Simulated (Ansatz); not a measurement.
# F2H2SSi (built from SMILES F[SiH](F)S): a short trajectory

The task is to watch the atoms for 40 steps of 0.5 fs, started with velocities for 300 K and run at constant energy, and see to which side of the barrier the system falls.

Program: Ansatz 0.2.0, Gaussian basis. Level of theory: Hartree-Fock/cc-pVDZ. These are calculated values, not measurements.

**1. The system as given**

The start, a first-order saddle point found at PBE0-D4 in triple zeta: 6 atoms, charge 0, spin multiplicity 1.

Atoms are counted from 1 here; the program's logs count them from 0.

Bond lengths: Si1–S2 2.434 Å, Si1–H3 1.622 Å, Si1–F4 1.595 Å, Si1–F5 1.592 Å, S2–H6 1.344 Å. Angles: S2–Si1–H3 44.2°, S2–Si1–F4 100.6°, S2–Si1–F5 99.3°, H3–Si1–F4 123.9°, H3–Si1–F5 119.3°, F4–Si1–F5 106.3°, Si1–S2–H6 88.2°.

Coordinates:

```mol
F2H2SSi
  3D, bonds by distance, orders not assigned

  6  5  0  0  0  0  0  0  0  0999 V2000
   -0.4139    0.8174   -0.1885 Si  0  0
    0.5761   -1.4040   -0.2910 S   0  0
    0.8687    0.1488   -0.9221 H   0  0
   -0.5359    1.0112    1.3895 F   0  0
   -1.8782    0.4714   -0.7101 F   0  0
    1.3833   -1.0448    0.7223 H   0  0
  1  2  8  0
  1  3  8  0
  1  4  8  0
  1  5  8  0
  2  6  8  0
M  END
```

**2. Dynamics**

Contents of md/in.yaml:

```yaml
crystal:
  periodic: [false, false, false]
  atoms:
    - {symbol: Si, position_ang: [-0.413887, 0.817372, -0.188522]}
    - {symbol: S, position_ang: [0.576066, -1.404041, -0.291041]}
    - {symbol: H, position_ang: [0.868697, 0.148806, -0.922066]}
    - {symbol: F, position_ang: [-0.535926, 1.011241, 1.389471]}
    - {symbol: F, position_ang: [-1.878206, 0.471408, -0.710096]}
    - {symbol: H, position_ang: [1.383257, -1.044786, 0.722255]}
basis:
  gaussian: {orbitals: cc-pVDZ}
hamiltonian: {xc: hf}
md: {n_steps: 40, timestep: 0.5, temperature: 300, ensemble: nve, seed: 904, initial_velocities: maxwell_boltzmann}
```

Run with:

```sh
ansatz run in.yaml --threads 2 --pin off --events-out ev --progress --plain --max-ram 4352MiB
```

Q: Predict the outcome of this session. Wanted: temperature at the start; mean temperature, second half; lowest and highest potential energy, from the first frame; largest change of potential + kinetic; bonds lost by distance.

**Answer**, as computed:

| quantity | value |
| --- | --- |
| length | 40 steps, 20.0 fs |
| temperature at the start | 300 K |
| mean temperature, second half | 2221 K |
| lowest and highest potential energy, from the first frame | -1410 and 52 meV |
| largest change of potential + kinetic | 5.2 meV |
| bonds lost by distance | Si1–H3 |

By the last frame it has moved towards the side where S2–H3 form. The system runs downhill by 1.41 eV, and that energy turns into motion. With no thermostat the total energy should stay fixed; it holds within 5.2 meV, small beside the kinetic energy, so the time step serves. The temperature runs between 201 and 3019 K.
